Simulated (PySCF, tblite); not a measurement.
# C₇H₁₃BSi: geometry, infrared bands and NMR shifts

What infrared bands and NMR shifts should C₇H₁₃BSi (`[SiH3]CB[C@@H]1CCC12C=C2`) show?

Computed with tblite 0.8.0 and PySCF 2.14.0, with density-fitted response routines of our own, on a single molecule in the gas phase. Atoms are numbered from 0 throughout.

## (1) Starting geometry

22 atoms, charge 0, multiplicity 1; geometry from: force field or distance geometry start.

Bonds of the start (Å): Si0–C1 1.86, C1–B2 1.57, B2–C3 1.62, C3–C4 1.56, C4–C5 1.56, C5–C6 1.51, C6–C7 1.39, C7–C8 1.45, C6–C3 1.50, C8–C6 1.39, Si0–H9 1.47, Si0–H10 1.46, Si0–H11 1.47, C1–H12 1.13, C1–H13 1.12, B2–H14 1.18, C3–H15 1.11, C4–H16 1.11, C4–H17 1.11, C5–H18 1.10, C5–H19 1.11, C7–H20 1.08, C8–H21 1.09.

## (2) Geometry optimisation with GFN2-xTB

The job: settings as JSON, then the geometry in Å.

```
{"job": {"kind": "relax", "xc": "GFN2-xTB", "basis": "xTB"}, "charge": 0, "multiplicity": 1}
Si     2.817500    -0.081000    -1.017000
C      2.106100    -1.137200     0.345100
B      0.533100    -1.171300     0.278300
C     -0.333000     0.172500     0.515100
C     -1.610000    -0.065000     1.380700
C     -2.531500     0.272300     0.171800
C     -1.264800     0.494000    -0.613400
C     -1.064200     0.442700    -1.988300
C     -1.097500     1.707400    -1.273000
H      2.372900    -0.611300    -2.312800
H      4.274200    -0.090600    -0.944200
H      2.317400     1.298300    -0.867700
H      2.423300    -0.737700     1.348700
H      2.505200    -2.174800     0.237500
H     -0.031600    -2.172500     0.021200
H      0.265200     1.034900     0.888100
H     -1.702200     0.687700     2.194500
H     -1.750000    -1.115200     1.726900
H     -3.100400    -0.605800    -0.178000
H     -3.122800     1.196300     0.344700
H     -0.972700    -0.119900    -2.908300
H     -1.044700     2.795800    -1.263700
```

The run is started by

```bash
$ OMP_NUM_THREADS=1 python probes_run.py task.json out
```

The driver reads the jobs from task.json and runs them one after another.

**Question.** This job is followed by: GFN2-xTB harmonic vibrations, gas phase; GIAO PBE0/pcSseg-1 NMR shielding, non-relativistic, gas phase. Predict these results of the whole session: strongest single infrared mode (GFN2-xTB); zero-point energy (GFN2-xTB); 13C shifts against TMS (PBE0/pcSseg-1); 1H shifts against TMS (PBE0/pcSseg-1, means over atoms taken as alike); 29Si shifts against TMS (PBE0/pcSseg-1); 11B shifts against BF3·OEt2 (PBE0/pcSseg-1); surface potential, 1st and 99th percentile.

As calculated:

| quantity | value |
| --- | --- |
| strongest single infrared mode (GFN2-xTB) | 2229 cm⁻¹, 386 km/mol |
| zero-point energy (GFN2-xTB) | 107.4 kcal/mol |
| 13C shifts against TMS (PBE0/pcSseg-1) | 137.6, 135.2, 49.8, 37.2, 25.8, 19.1, 15.9 ppm |
| 1H shifts against TMS (PBE0/pcSseg-1, means over atoms taken as alike) | 7.90, 7.67, 7.59, 3.71, 2.84, 2.49, 2.36, 2.00, 1.98, 1.50, 1.21 ppm |
| 29Si shifts against TMS (PBE0/pcSseg-1) | -88.1 ppm |
| 11B shifts against BF3·OEt2 (PBE0/pcSseg-1) | 84.2 ppm |
| surface potential, 1st and 99th percentile | -0.36 V and 1.07 V |

**Reading.** Relaxing lowered the energy by 1.508 eV in 95 steps; the close pair that moved most is C7–C8, from 1.453 to 1.305 Å. No mode is imaginary among the 60: a minimum at this level. The strongest single mode, at 2229 cm⁻¹, moves mainly H10. GFN2-xTB is a fitted tight-binding method: band positions and strengths are rough. Its intensities can rank the bands wrongly. By nearest atom (PBE0/pcSseg-1), the HOMO sits on C7, C8 about 20 % each; C3 15 % and the LUMO on B2 42 %; H14 11 %.
